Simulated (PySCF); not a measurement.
# MoH₂: relaxation and vibrations of the triplet

Where does triplet MoH₂ go from a bent start, is the end point a minimum, and what are its modes, charges and moments?

Method: PBE0, basis Mo def2-TZVP with ECP28, H def2-TZVP, scalar-relativistic core potentials, no spin–orbit coupling, density fitting; program: PySCF 2.14.0.

## 1. Where the work starts

3 atoms, charge 0, spin multiplicity 3.

Bond lengths: Mo1–H2 1.700 Å, Mo1–H3 1.700 Å. Angles: H2–Mo1–H3 110.0°.

Z-matrix (Å, degrees; charge 0 multiplicity 3):
```
Mo
H  1 1.7000
H  1 1.7000 2 110.00
```

## 2. Relaxing the triplet from the bent start

One driver script runs all steps and calls PySCF; scf.py shows how it sets up the SCF of each step. The optimiser is the driver's own. Before each start the driver seeks the lowest SCF state from one or more starting densities and follows internal instabilities, so scf.py alone need not reach the same state.

The program finds C2v symmetry in the start, which this walk keeps. The walk stops when the largest gradient is under 0.0003 Eh/bohr and the energy has settled too.

Input file scf.py:

```python
from pyscf import gto, scf, dft
mol = gto.M(atom='''
Mo     0.000000     0.000000    -0.019670
H      1.392600    -0.000000     0.955430
H     -1.392600     0.000000     0.955430''',
    basis={'Mo': 'def2-TZVP', 'H': 'def2-TZVP'},
    ecp={'Mo': 'def2-TZVP'},
    charge=0, spin=2)
mf = dft.UKS(mol, xc='PBE0')
mf.grids.atom_grid = (50, 194)
aux = {'Mo': 'def2-universal-JKFIT', 'H': 'def2-universal-JKFIT'}
mf = mf.density_fit(auxbasis=aux)
mf.kernel()
```

Energy and gradient, step by step:

```tsv
step	energy (Eh)	change (kJ/mol)	largest symmetric gradient (Eh/bohr)
0	-69.244712	0.00	0.00109
1	-69.244726	-0.04	0.00063
2	-69.244734	-0.06	0.00015
3	-69.244734	-0.06	0.00009
```

The walk ran for 3.9 s (4 threads, shared host).

Geometry (Å) and forces (eV/Å) at some steps:

```
step 0
Mo   0.000   0.000  -0.020   0.000  -0.001   0.028
H    1.393   0.000   0.955  -0.056   0.001  -0.014
H   -1.393   0.000   0.955   0.056   0.000  -0.014
step 1
Mo   0.000   0.000  -0.022   0.000  -0.001   0.012
H    1.388   0.000   0.957  -0.032   0.001  -0.006
H   -1.388   0.000   0.957   0.032  -0.001  -0.006
step 2
Mo   0.000   0.000  -0.026   0.000   0.000  -0.008
H    1.380   0.000   0.959   0.001   0.001   0.004
H   -1.380   0.000   0.959  -0.002  -0.001   0.004
step 3
Mo   0.000   0.000  -0.027   0.000   0.000  -0.004
H    1.379   0.000   0.959   0.002   0.001   0.002
H   -1.379   0.000   0.959  -0.002  -0.001   0.002
```

After 3 steps and 0.1 kJ/mol it ends at C2v: Mo–H 1.695 Å (×2); H–Mo–H 108.9°.

## 3. Is it a minimum? Harmonic modes

On the finer grid the gradient is checked again; gradients at displacements of ±0.01 bohr then give force constants and infrared intensities.

scf.py, as its differences from that of step 2:

```diff
@@ -3,3 +3,3 @@
-Mo     0.000000     0.000000    -0.019670
-H      1.392600    -0.000000     0.955430
-H     -1.392600     0.000000     0.955430''',
+Mo    -0.000000     0.000000    -0.020070
+H      1.379368    -0.000000     0.965810
+H     -1.379368     0.000000     0.965810''',
@@ -10 +10 @@
-mf.grids.atom_grid = (50, 194)
+mf.grids.atom_grid = (75, 302)
```

The driver hands on the density of the step before, so the log starts near convergence.

SCF at the final geometry:

```text
init E= -69.2447134452418
[... the frontier-level lines of each cycle are left out ...]
cycle= 1 E= -69.2447134452212  delta_E= 2.06e-11  |g|= 1.78e-05  |ddm|= 2.59e-05
cycle= 2 E= -69.2447134450976  delta_E= 1.24e-10  |g|= 2.38e-05  |ddm|= 3.3e-05
cycle= 3 E= -69.2447134453814  delta_E= -2.84e-10  |g|= 3.48e-06  |ddm|= 2.16e-05
cycle= 4 E= -69.2447134453907  delta_E= -9.38e-12  |g|= 9.82e-07  |ddm|= 3.78e-06
Extra cycle  E= -69.2447134453996  delta_E= -8.87e-12  |g|= 9.45e-07  |ddm|= 4.54e-06
converged SCF energy = -69.2447134453996  <S^2> = 3.0134079  2S+1 = 3.612981
```

The whole step took 25 s.

Geometry: C2v; Mo–H 1.695 Å (×2); H–Mo–H 108.9°.

Modes, for the most abundant isotopes:

```csv
ω (cm⁻¹),IR (km/mol),type
585,117,bend
1862,339,stretch
1882,122,stretch
```

Every mode is real; the point is a minimum.

The SCF density has lower symmetry than the nuclear frame, so the modes carry no labels.

Properties at this point:

| Quantity | Value |
| --- | --- |
| Dipole moment | 2.84 D |
| Highest occupied level | -5.36 eV |
| Lowest empty level | -2.10 eV |
| Rotational constants | 8.782, 4.396, 2.929 cm⁻¹ |
| Zero-point energy | 25.9 kJ/mol |
| Principal polarisabilities | 51.4, 54.1, 56.7 bohr³ |
| Atomisation energy without zero-point energy | 363 kJ/mol |
| Principal traceless quadrupole moments about the centre of mass | -2.26, 0.58, 1.68 D Å |
| Entropy at 298.15 K and 1 bar (electronic part: spin only) | 235.8 J/(mol K) |
| Heat capacity Cp at 298.15 K | 37.9 J/(mol K) |
| Enthalpy at 298.15 K above 0 K | 10.36 kJ/mol |
| Rotational symmetry number | 2 |
| Spin squared ⟨S²⟩ | 3.013 |

Populations by atom (charges in e):

```tsv
atom	Mulliken	Löwdin	polar tensor	spin (Mulliken)	Mayer order to Mo1
Mo1	0.24	0.17	0.72	2.18	–
H2,3	-0.12	-0.09	-0.36	-0.09	0.99
```

Outer orbital energies (eV). α occupied: -43.78, -43.57, -42.98, -8.74, -8.45, -6.35, -6.23, -6.04; empty: -2.10, -1.75, -1.41, -0.42. β occupied: -69.25, -42.08, -41.47, -41.43, -8.54, -8.21, -5.36; empty: -1.63, -1.28, -1.16, -1.09.

Mulliken populations on Mo1 (outside its core potential): s 2.81, p 6.14, d 4.80, f 0.01.

## 4. Outcome

```
                                          quantity                             value
                                           minimum     broken-symmetry (Ms = 1), C2v
                                          geometry  Mo–H 1.695 Å (×2); H–Mo–H 108.9°
                                wavenumbers (cm⁻¹)                   585, 1862, 1882
                                     dipole moment                            2.84 D
highest occupied, lowest empty level (either spin)                   -5.36, -2.10 eV
                        polar-tensor charge of Mo1                           +0.72 e
                                 zero-point energy                       25.9 kJ/mol
                               entropy at 298.15 K                   235.8 J/(mol K)
         atomisation energy (no zero-point energy)                        363 kJ/mol
                                              ⟨S²⟩                             3.013
```

In words: The bent start keeps its C2v symmetry and ends in a minimum. The determinant is spin-contaminated (⟨S²⟩ = 3.01 against 2.00), so it is no pure spin state. The strongest infrared band lies at 1862 cm⁻¹ (stretch). Other starts or spin states, not run here, may lie lower. The SCF density has lower symmetry than the nuclear frame. One determinant may miss the lowest occupation of an open d or f shell.

The search up to here took 49 s.
